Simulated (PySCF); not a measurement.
# A diatomic session: SnB+

An exercise on one series of results from a longer session: the logs are not shown, and one member is left open.

Computed with PySCF 2.14.0. Level: Sn cc-pVDZ-PP with ECP28, B cc-pVDZ, scalar-relativistic core potentials.

Set-up of the first run:

A driver script around PySCF takes these settings:

```json
{
  "atoms": "Sn, B",
  "charge": "1",
  "basis": "Sn cc-pVDZ-PP with ECP28, B cc-pVDZ",
  "Hamiltonian": "scalar-relativistic core potentials",
  "basis functions": "37",
  "electrons treated": "26",
  "masses in u": "119.9022, 11.0093",
  "levels": "PBE0, PBE, r²SCAN, BP86, BLYP, revPBE, CAM-B3LYP, HF, MP2, SCS-MP2, CCSD, CCSD(T)",
  "grid": "80 radial by 434 angular points",
  "occupations": "held fixed by the projection of orbital angular momentum",
  "dissociation limit": "Sn+ + B, each in its ground configuration",
  "starting distance in angstrom": "2.265",
  "values of 2S to try": "0, 2"
}
```

Run with:

```bash
$ OMP_NUM_THREADS=1 python dia.py task.json out
```

Steps of the session up to this table: Input; First curve: PBE0; Higher solutions at PBE0; PBE (GGA); r²SCAN; BP86 (GGA); BLYP (GGA); revPBE (GGA); CAM-B3LYP (range-separated hybrid); UHF; Adding correlation.

One of the session's tables, all rows but one given; the rest of the session is left out.

It belongs to the step «The curves together». Energy (eV) from each level's lowest point:

| R (Å) | UHF | UHF-MP2 | UHF-SCS-MP2 | UHF-CCSD | UHF-CCSD(T) |
| --- | --- | --- | --- | --- | --- |
| 2.061 | 0.494 | 0.559 | 0.574 | n/a | n/a |
| 2.157 | 0.203 | 0.233 | 0.246 | 0.310 | 0.313 |
| 2.253 | 0.069 | 0.056 | 0.067 | 0.118 | 0.116 |
| 2.325 | ? | ? | ? | ? | ? |
| 2.397 | 0.013 | 0.010 | 0.000 | 0.005 | 0.002 |
| 2.469 | 0.003 | 0.052 | 0.023 | 0.000 | 0.000 |
| 2.565 | 0.000 | 0.116 | 0.065 | 0.027 | 0.032 |
| 2.685 | 0.015 | 0.197 | 0.124 | 0.091 | 0.104 |
| 2.829 | 0.058 | 0.298 | 0.205 | 0.189 | 0.213 |
| 3.020 | 0.145 | 0.437 | 0.325 | n/a | n/a |

Estimate the missing values for R (Å) = 2.325.

Worked estimate for «UHF». A straight line through the neighbours (2.253, 0.069) and (2.397, 0.013) gives 0.069 + (0.013 − 0.069) × (2.325 − 2.253) / (2.397 − 2.253) = 0.041; a parabola fitted to 4 rows on both sides gives 0.025.

The run gave: UHF: 0.030; UHF-MP2: 0.000; UHF-SCS-MP2: 0.005; UHF-CCSD: 0.041; UHF-CCSD(T): 0.037. In «UHF» the line misses by +0.011 and the parabola by -0.005.
